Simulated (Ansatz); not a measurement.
# YbN: the cost of one run

Computed with Ansatz 0.2.0 (DFT LDA+U (U_eff = 7 eV on Yb f), plane waves, PAW, no spin–orbit coupling unless a run says so, unless a step's input says otherwise).

1 further run of the same task is left out (it didn't finish). Runs told in other sessions of the task aren't counted.

### 1 The system as given

Symmetry: P4/nmm, No. 129, tetragonal system. Conventional cell: a = 3.946 Å, b = 3.946 Å, c = 4.972 Å, α = 90.00°, β = 90.00°, γ = 90.00°. Around Yb (site symmetry 4mm) lie 4 N at 2.30 Å. Around N (site symmetry -4m2) lie 4 Yb at 2.30 Å.

Structure file:

```cif
data_structure
_symmetry_space_group_name_H-M 'P 1'
_symmetry_Int_Tables_number 1
_cell_length_a 3.9457
_cell_length_b 3.9457
_cell_length_c 4.9719
_cell_angle_alpha 90.000
_cell_angle_beta 90.000
_cell_angle_gamma 90.000
_cell_volume 77.40
loop_
_atom_site_label
_atom_site_type_symbol
_atom_site_fract_x
_atom_site_fract_y
_atom_site_fract_z
_atom_site_occupancy
Yb1 Yb 0.50000 0.00000 0.23680 1
Yb2 Yb 0.00000 0.50000 0.76320 1
N1 N 0.00000 0.00000 0.00000 1
N2 N 0.50000 0.50000 0.00000 1
```

An earlier series on this cell reached its lowest free state from «ferromagnetic start, free, symmetry kept, no search», perhaps among other starts (it ended with site moments under 0.05 μB).

### 2 Canted directions free, 120°

File input.yaml:

```yaml
crystal:
  lattice:
    - [3.9456708, 0.0, 0.0]
    - [0.0, 3.9456708, 0.0]
    - [0.0, 0.0, 4.97187364]
  atoms:
    - { symbol: Yb, position: [0.5, 0.0, 0.2368], spin: 1.0, spin_axis: [0.0, 0.0, 1.0] }
    - { symbol: Yb, position: [0.0, 0.5, 0.7632], spin: 1.0, spin_axis: [0.866025, 0.0, -0.5] }
    - { symbol: "N", position: [0.0, 0.0, 0.0] }
    - { symbol: "N", position: [0.5, 0.5, 0.0] }
basis:
  ecutwfc: 420
  ecutrho_ratio: 4
kpoints:
  mp_grid: { grid: [5, 5, 4] }
hamiltonian:
  xc: lda
  hubbard:
    sites:
      - { site: 0, l: f, u_eff: 7.0, starting_ns: [{ occupation_matrix: s0 }] }
      - { site: 1, l: f, u_eff: 7.0, starting_ns: [{ occupation_matrix: s1 }] }
    occupation_matrices:
      s0:
        spinor_matrix:
          - [[0.97, 0.0], [0.0, 0.0], [0.0, 0.0], [0.0, 0.0], [0.0, 0.0], [0.0, 0.0], [0.0, 0.0], [0.0, 0.0], [0.0, 0.0], [0.0, 0.0], [0.0, 0.0], [0.0, 0.0], [0.0, 0.0], [0.0, 0.0]]
          - [[0.0, 0.0], [0.97, 0.0], [0.0, 0.0], [0.0, 0.0], [0.0, 0.0], [0.0, 0.0], [0.0, 0.0], [0.0, 0.0], [0.0, 0.0], [0.0, 0.0], [0.0, 0.0], [0.0, 0.0], [0.0, 0.0], [0.0, 0.0]]
          - [[0.0, 0.0], [0.0, 0.0], [0.97, 0.0], [0.0, 0.0], [0.0, 0.0], [0.0, 0.0], [0.0, 0.0], [0.0, 0.0], [0.0, 0.0], [0.0, 0.0], [0.0, 0.0], [0.0, 0.0], [0.0, 0.0], [0.0, 0.0]]
          - [[0.0, 0.0], [0.0, 0.0], [0.0, 0.0], [0.97, 0.0], [0.0, 0.0], [0.0, 0.0], [0.0, 0.0], [0.0, 0.0], [0.0, 0.0], [0.0, 0.0], [0.0, 0.0], [0.0, 0.0], [0.0, 0.0], [0.0, 0.0]]
          - [[0.0, 0.0], [0.0, 0.0], [0.0, 0.0], [0.0, 0.0], [0.97, 0.0], [0.0, 0.0], [0.0, 0.0], [0.0, 0.0], [0.0, 0.0], [0.0, 0.0], [0.0, 0.0], [0.0, 0.0], [0.0, 0.0], [0.0, 0.0]]
          - [[0.0, 0.0], [0.0, 0.0], [0.0, 0.0], [0.0, 0.0], [0.0, 0.0], [0.97, 0.0], [0.0, 0.0], [0.0, 0.0], [0.0, 0.0], [0.0, 0.0], [0.0, 0.0], [0.0, 0.0], [0.0, 0.0], [0.0, 0.0]]
          - [[0.0, 0.0], [0.0, 0.0], [0.0, 0.0], [0.0, 0.0], [0.0, 0.0], [0.0, 0.0], [0.97, 0.0], [0.0, 0.0], [0.0, 0.0], [0.0, 0.0], [0.0, 0.0], [0.0, 0.0], [0.0, 0.0], [0.0, 0.0]]
          - [[0.0, 0.0], [0.0, 0.0], [0.0, 0.0], [0.0, 0.0], [0.0, 0.0], [0.0, 0.0], [0.0, 0.0], [0.97, 0.0], [0.0, 0.0], [0.0, 0.0], [0.0, 0.0], [0.0, 0.0], [0.0, 0.0], [0.0, 0.0]]
          - [[0.0, 0.0], [0.0, 0.0], [0.0, 0.0], [0.0, 0.0], [0.0, 0.0], [0.0, 0.0], [0.0, 0.0], [0.0, 0.0], [0.97, 0.0], [0.0, 0.0], [0.0, 0.0], [0.0, 0.0], [0.0, 0.0], [0.0, 0.0]]
          - [[0.0, 0.0], [0.0, 0.0], [0.0, 0.0], [0.0, 0.0], [0.0, 0.0], [0.0, 0.0], [0.0, 0.0], [0.0, 0.0], [0.0, 0.0], [0.97, 0.0], [0.0, 0.0], [0.0, 0.0], [0.0, 0.0], [0.0, 0.0]]
          - [[0.0, 0.0], [0.0, 0.0], [0.0, 0.0], [0.0, 0.0], [0.0, 0.0], [0.0, 0.0], [0.0, 0.0], [0.0, 0.0], [0.0, 0.0], [0.0, 0.0], [0.02, 0.0], [0.0, 0.0], [0.0, 0.0], [0.0, 0.0]]
          - [[0.0, 0.0], [0.0, 0.0], [0.0, 0.0], [0.0, 0.0], [0.0, 0.0], [0.0, 0.0], [0.0, 0.0], [0.0, 0.0], [0.0, 0.0], [0.0, 0.0], [0.0, 0.0], [0.97, 0.0], [0.0, 0.0], [0.0, 0.0]]
          - [[0.0, 0.0], [0.0, 0.0], [0.0, 0.0], [0.0, 0.0], [0.0, 0.0], [0.0, 0.0], [0.0, 0.0], [0.0, 0.0], [0.0, 0.0], [0.0, 0.0], [0.0, 0.0], [0.0, 0.0], [0.97, 0.0], [0.0, 0.0]]
          - [[0.0, 0.0], [0.0, 0.0], [0.0, 0.0], [0.0, 0.0], [0.0, 0.0], [0.0, 0.0], [0.0, 0.0], [0.0, 0.0], [0.0, 0.0], [0.0, 0.0], [0.0, 0.0], [0.0, 0.0], [0.0, 0.0], [0.97, 0.0]]
      s1:
        spinor_matrix:
          - [[0.97, 0.0], [0.0, 0.0], [0.0, 0.0], [0.0, 0.0], [0.0, 0.0], [0.0, 0.0], [0.0, 0.0], [0.0, 0.0], [0.0, 0.0], [0.0, 0.0], [0.0, 0.0], [0.0, 0.0], [0.0, 0.0], [0.0, 0.0]]
          - [[0.0, 0.0], [0.97, 0.0], [0.0, 0.0], [0.0, 0.0], [0.0, 0.0], [0.0, 0.0], [0.0, 0.0], [0.0, 0.0], [0.0, 0.0], [0.0, 0.0], [0.0, 0.0], [0.0, 0.0], [0.0, 0.0], [0.0, 0.0]]
          - [[0.0, 0.0], [0.0, 0.0], [0.97, 0.0], [0.0, 0.0], [0.0, 0.0], [0.0, 0.0], [0.0, 0.0], [0.0, 0.0], [0.0, 0.0], [0.0, 0.0], [0.0, 0.0], [0.0, 0.0], [0.0, 0.0], [0.0, 0.0]]
          - [[0.0, 0.0], [0.0, 0.0], [0.0, 0.0], [0.2575, 0.0], [0.0, 0.0], [0.0, 0.0], [0.0, 0.0], [0.0, 0.0], [0.0, 0.0], [0.0, 0.0], [0.41136, 0.0], [0.0, 0.0], [0.0, 0.0], [0.0, 0.0]]
          - [[0.0, 0.0], [0.0, 0.0], [0.0, 0.0], [0.0, 0.0], [0.97, 0.0], [0.0, 0.0], [0.0, 0.0], [0.0, 0.0], [0.0, 0.0], [0.0, 0.0], [0.0, 0.0], [0.0, 0.0], [0.0, 0.0], [0.0, 0.0]]
          - [[0.0, 0.0], [0.0, 0.0], [0.0, 0.0], [0.0, 0.0], [0.0, 0.0], [0.97, 0.0], [0.0, 0.0], [0.0, 0.0], [0.0, 0.0], [0.0, 0.0], [0.0, 0.0], [0.0, 0.0], [0.0, 0.0], [0.0, 0.0]]
          - [[0.0, 0.0], [0.0, 0.0], [0.0, 0.0], [0.0, 0.0], [0.0, 0.0], [0.0, 0.0], [0.97, 0.0], [0.0, 0.0], [0.0, 0.0], [0.0, 0.0], [0.0, 0.0], [0.0, 0.0], [0.0, 0.0], [0.0, 0.0]]
          - [[0.0, 0.0], [0.0, 0.0], [0.0, 0.0], [0.0, 0.0], [0.0, 0.0], [0.0, 0.0], [0.0, 0.0], [0.97, 0.0], [0.0, 0.0], [0.0, 0.0], [0.0, 0.0], [0.0, 0.0], [0.0, 0.0], [0.0, 0.0]]
          - [[0.0, 0.0], [0.0, 0.0], [0.0, 0.0], [0.0, 0.0], [0.0, 0.0], [0.0, 0.0], [0.0, 0.0], [0.0, 0.0], [0.97, 0.0], [0.0, 0.0], [0.0, 0.0], [0.0, 0.0], [0.0, 0.0], [0.0, 0.0]]
          - [[0.0, 0.0], [0.0, 0.0], [0.0, 0.0], [0.0, 0.0], [0.0, 0.0], [0.0, 0.0], [0.0, 0.0], [0.0, 0.0], [0.0, 0.0], [0.97, 0.0], [0.0, 0.0], [0.0, 0.0], [0.0, 0.0], [0.0, 0.0]]
          - [[0.0, 0.0], [0.0, 0.0], [0.0, 0.0], [0.41136, 0.0], [0.0, 0.0], [0.0, 0.0], [0.0, 0.0], [0.0, 0.0], [0.0, 0.0], [0.0, 0.0], [0.7325, 0.0], [0.0, 0.0], [0.0, 0.0], [0.0, 0.0]]
          - [[0.0, 0.0], [0.0, 0.0], [0.0, 0.0], [0.0, 0.0], [0.0, 0.0], [0.0, 0.0], [0.0, 0.0], [0.0, 0.0], [0.0, 0.0], [0.0, 0.0], [0.0, 0.0], [0.97, 0.0], [0.0, 0.0], [0.0, 0.0]]
          - [[0.0, 0.0], [0.0, 0.0], [0.0, 0.0], [0.0, 0.0], [0.0, 0.0], [0.0, 0.0], [0.0, 0.0], [0.0, 0.0], [0.0, 0.0], [0.0, 0.0], [0.0, 0.0], [0.0, 0.0], [0.97, 0.0], [0.0, 0.0]]
          - [[0.0, 0.0], [0.0, 0.0], [0.0, 0.0], [0.0, 0.0], [0.0, 0.0], [0.0, 0.0], [0.0, 0.0], [0.0, 0.0], [0.0, 0.0], [0.0, 0.0], [0.0, 0.0], [0.0, 0.0], [0.0, 0.0], [0.97, 0.0]]
    ns_hold: { iters: 8 }
scf:
  occupations: { method: gaussian, width: 0.05 }
  lower_state_search: "off"
  max_iter: 150
output:
  forces: true
  stress: true
  eigenvalues: true
  populations: true
  hubbard: { sites: [{ site: 0, l: f }, { site: 1, l: f }] }
  write_density: true
  write_potential: true
  elf: true
  volumetric_format: npy
magnetization:
  noncollinear: true
  spin_orbit: false
```

The typed matrices put 0.97 on the chosen orbitals and 0.02 on the others, and are held for 8 cycles. Spins may be non-collinear here, without spin–orbit coupling.

Command:

```
ansatz run input.yaml --threads 4 --pin off --max-ram 6144MiB --backend cpu --events-out ev --progress --plain --runs-dir out
```

Q: Estimate wall time and peak memory on 4 threads of Arm Neoverse N1, shared host.

About 3.7 min, with a peak of 0.91 GiB.
